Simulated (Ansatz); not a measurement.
# C3H6NSb: a ladder of functionals and wavefunction methods

The task here is to estimate one member of a computed series from the others.

The runs use Ansatz 0.2.0, Gaussian basis; functionals in def2-TZVPP, the program's frozen cores in correlated methods.

Levels to be run: LDA (SPW92), PBE-D4, revPBE-D4, BLYP-D4, r2SCAN-D4, B97M-V, PBE0-D4, B3LYP-D4, r2SCANh-D4, r2SCAN0-D4, HSE06-D4, BHLYP-D4, CAM-B3LYP-D4, LC-ωPBE, ωB97X-V, ωB97M-V, B2PLYP, PBE-QIDH; CCSD(T)/def2-SVP; CCSD(T)/def2-TZVPP; MP2/def2-QZVPP; extrapolation to the limit; RPA on PBE.

**The relaxed structure**

The geometry comes from an earlier relaxation with PBE0-D4 in a triple-zeta def2 set; it is a stationary point, not always the lowest conformer. Sb takes the def2 core potential; no spin-orbit term is included.

SMILES `C[CH2][Sb]1[CH]=[N]1`, 11 atoms, charge 0, spin multiplicity 1.

Atoms are counted from 1 here; the program's logs count them from 0.

Bond lengths: C1–C2 1.519 Å, C1–H6 1.093 Å, C1–H7 1.095 Å, C1–H8 1.093 Å, C2–Sb3 2.175 Å, C2–H9 1.095 Å, C2–H10 1.092 Å, Sb3–C4 2.128 Å, Sb3–N5 2.204 Å, C4–N5 1.231 Å, C4–H11 1.091 Å. Angles: C2–C1–H6 111.5°, C2–C1–H7 111.3°, C2–C1–H8 111.3°, H6–C1–H7 107.6°, H6–C1–H8 107.2°, H7–C1–H8 107.7°, C1–C2–Sb3 112.7°, C1–C2–H9 111.3°, C1–C2–H10 111.7°, Sb3–C2–H9 105.7°, Sb3–C2–H10 108.0°, H9–C2–H10 107.1°, C2–Sb3–C4 95.5°, C2–Sb3–N5 94.4°, C4–Sb3–N5 33.0°, Sb3–C4–N5 76.9°, Sb3–C4–H11 149.2°, N5–C4–H11 133.8° and more.

Set-up of the first run:

in.yaml reads:

```yaml
crystal:
  periodic: [false, false, false]
  atoms:
    - {symbol: C, position_ang: [-1.021630, 0.088759, -1.068272]}
    - {symbol: C, position_ang: [0.340716, -0.540342, -0.835134]}
    - {symbol: Sb, position_ang: [1.687234, 0.762812, 0.268983]}
    - {symbol: C, position_ang: [0.921458, 0.265478, 2.190953]}
    - {symbol: N, position_ang: [0.222609, 1.220871, 1.851242]}
    - {symbol: H, position_ang: [-0.944949, 1.004052, -1.660814]}
    - {symbol: H, position_ang: [-1.689096, -0.595588, -1.601593]}
    - {symbol: H, position_ang: [-1.503482, 0.354667, -0.124391]}
    - {symbol: H, position_ang: [0.846562, -0.756260, -1.781613]}
    - {symbol: H, position_ang: [0.261269, -1.483261, -0.290299]}
    - {symbol: H, position_ang: [0.944608, -0.378086, 3.071735]}
basis:
  gaussian: {orbitals: def2-TZVPP}
hamiltonian: {xc: lda}
output: {orbitals: {seedname: orbitals}}
```

Steps of the session up to this table: LDA; PBE-D4 (GGA); revPBE-D4 (GGA); BLYP-D4 (GGA); r2SCAN-D4 (meta-GGA); B97M-V (meta-GGA); PBE0-D4 (hybrid); B3LYP-D4 (hybrid); r2SCANh-D4 (hybrid); r2SCAN0-D4 (hybrid); HSE06-D4 (hybrid); BHLYP-D4 (hybrid); CAM-B3LYP-D4 (range-separated); LC-ωPBE (range-separated); ωB97X-V (range-separated); ωB97M-V (range-separated); B2PLYP (double hybrid); PBE-QIDH (double hybrid).

One table of the session follows, with a row left open; its other results are not shown here.

It belongs to the step «Frontier levels by functional». 

| functional | HOMO (eV) | LUMO (eV) | gap (eV) |
| --- | --- | --- | --- |
| LDA (SPW92) | -5.34 | -2.18 | 3.16 |
| PBE-D4 | -5.16 | -2.00 | 3.17 |
| revPBE-D4 | -5.10 | -1.92 | 3.18 |
| BLYP-D4 | -5.02 | -1.91 | 3.11 |
| r2SCAN-D4 | -5.36 | -1.88 | 3.48 |
| B97M-V | -5.28 | -1.90 | 3.39 |
| PBE0-D4 | -6.12 | -1.26 | 4.86 |
| B3LYP-D4 | -5.94 | -1.49 | 4.45 |
| r2SCANh-D4 | -5.72 | -1.61 | 4.11 |
| r2SCAN0-D4 | -6.26 | -1.20 | 5.06 |
| HSE06-D4 | -5.74 | -1.63 | 4.10 |
| BHLYP-D4 | -6.94 | -0.50 | 6.44 |
| CAM-B3LYP-D4 | -7.29 | -0.34 | 6.95 |
| LC-ωPBE | -8.47 | 0.69 | 9.16 |
| ωB97X-V | -8.19 | 0.62 | 8.81 |
| ωB97M-V | ? | ? | ? |

Q: Estimate the row for ωB97M-V from the others.

The run gave: HOMO (eV): -8.11; LUMO (eV): 0.50; gap (eV): 8.60. In the column «HOMO (eV)» it lies between ωB97X-V (-8.19) and CAM-B3LYP-D4 (-7.29).
